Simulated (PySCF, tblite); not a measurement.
**C₅H₁₃NOSi₂: geometry, infrared bands and NMR shifts**

What infrared bands and NMR shifts should C₅H₁₃NOSi₂ (`C=CCCC(=O)[Si@H](N)[SiH3]`) show?

The runs use tblite 0.8.0 and PySCF 2.14.0, with density-fitted response routines of our own; the level of theory stands in each step. All values are computed, except where a source is named. Atoms are numbered from 0 throughout.

## 1. Starting geometry

22 atoms, charge 0, multiplicity 1; geometry from: force field or distance geometry start.

Bonds of the start (Å): C0–C1 1.33, C1–C2 1.51, C2–C3 1.53, C3–C4 1.50, C4–O5 1.24, C4–Si6 1.89, Si6–N7 1.71, Si6–Si8 2.32, C0–H9 1.08, C0–H10 1.09, C1–H11 1.10, C2–H12 1.09, C2–H13 1.10, C3–H14 1.11, C3–H15 1.10, Si6–H16 1.49, N7–H17 1.03, N7–H18 1.02, Si8–H19 1.49, Si8–H20 1.49, Si8–H21 1.49.

## 2. Relaxing the molecule with GFN2-xTB

What the job is given:

```
{"job": {"kind": "relax", "xc": "GFN2-xTB", "basis": "xTB"}, "charge": 0, "multiplicity": 1}
C      2.407000     1.394600    -0.412800
C      2.230800     0.412800     0.465600
C      2.074100    -1.039800     0.097200
C      0.657400    -1.537600     0.388500
C     -0.350500    -1.014400    -0.587300
O     -0.209800    -1.029500    -1.815100
Si    -2.006000    -0.339100     0.036200
N     -3.234700    -0.426400    -1.154100
Si    -1.588500     1.809700     0.801200
H      2.399100     1.207000    -1.477800
H      2.527400     2.423000    -0.087500
H      2.240900     0.642600     1.539400
H      2.784500    -1.622200     0.680500
H      2.314900    -1.191600    -0.966600
H      0.368200    -1.280900     1.425300
H      0.633400    -2.637500     0.331000
H     -2.497200    -1.183100     1.162200
H     -3.411500    -1.418300    -1.372200
H     -2.854800    -0.048600    -2.019000
H     -2.815800     2.415600     1.397100
H     -1.126500     2.701500    -0.298500
H     -0.552700     1.781700     1.865500
```

On the command line:

```
$ OMP_NUM_THREADS=1 python probes_run.py task.json out
```

One launch serves the whole session: the jobs run in the order shown.

**Question.** This job is followed by: GFN2-xTB harmonic vibrations, gas phase; GIAO PBE0/pcSseg-1 NMR shielding, non-relativistic, gas phase. What will the session give for the following? strongest single infrared mode (GFN2-xTB); zero-point energy (GFN2-xTB); ¹³C shifts against TMS (PBE0/pcSseg-1); ¹H shifts against TMS (PBE0/pcSseg-1, means over atoms taken as alike); ¹⁷O shifts against H2O (PBE0/pcSseg-1); ²⁹Si shifts against TMS (PBE0/pcSseg-1); ¹⁵N shifts against NH3 (PBE0/pcSseg-1); surface potential, 1st and 99th percentile.

The runs gave:

```
                                                              quantity                                                           value
                             strongest single infrared mode (GFN2-xTB)                                            785 cm⁻¹, 419 km/mol
                                          zero-point energy (GFN2-xTB)                                                  102.7 kcal/mol
                                ¹³C shifts against TMS (PBE0/pcSseg-1)                             259.0, 146.3, 126.2, 49.9, 37.5 ppm
¹H shifts against TMS (PBE0/pcSseg-1, means over atoms taken as alike)  5.98, 5.43, 5.40, 5.26, 3.32, 3.25, 2.81, 2.32, 2.24, 0.09 ppm
                                ¹⁷O shifts against H2O (PBE0/pcSseg-1)                                                       834.5 ppm
                               ²⁹Si shifts against TMS (PBE0/pcSseg-1)                                               -50.3, -120.7 ppm
                                ¹⁵N shifts against NH3 (PBE0/pcSseg-1)                                                        -4.4 ppm
                                 surface potential, 1st and 99th percentile                                              -1.40 V and 1.35 V
```

**Reading.** Relaxing lowered the energy by 0.278 eV in 195 steps; the close pair that moved most is Si8–H19, from 1.493 to 1.469 Å. All 60 modes are real, so the xTB geometry is a minimum. The strongest single mode, at 785 cm⁻¹, is spread over several atoms, H20, H21, H19 among them. Unscaled tight-binding wavenumbers are off by several per cent, some by more. Its intensities can rank the bands wrongly. The most deshielded hydrogen is H11 (hydrogen on an alkene CH), at 5.98 ppm: attached to an sp2 carbon and in the plane of the double bond. At PBE0/pcSseg-1: The widest tensor belongs to O5: span 1812 ppm, with a paramagnetic part of -901 ppm. By nearest atom (PBE0/pcSseg-1), the HOMO sits on O5 45 %; C4 14 % and the LUMO on C4 40 %; O5 26 %.
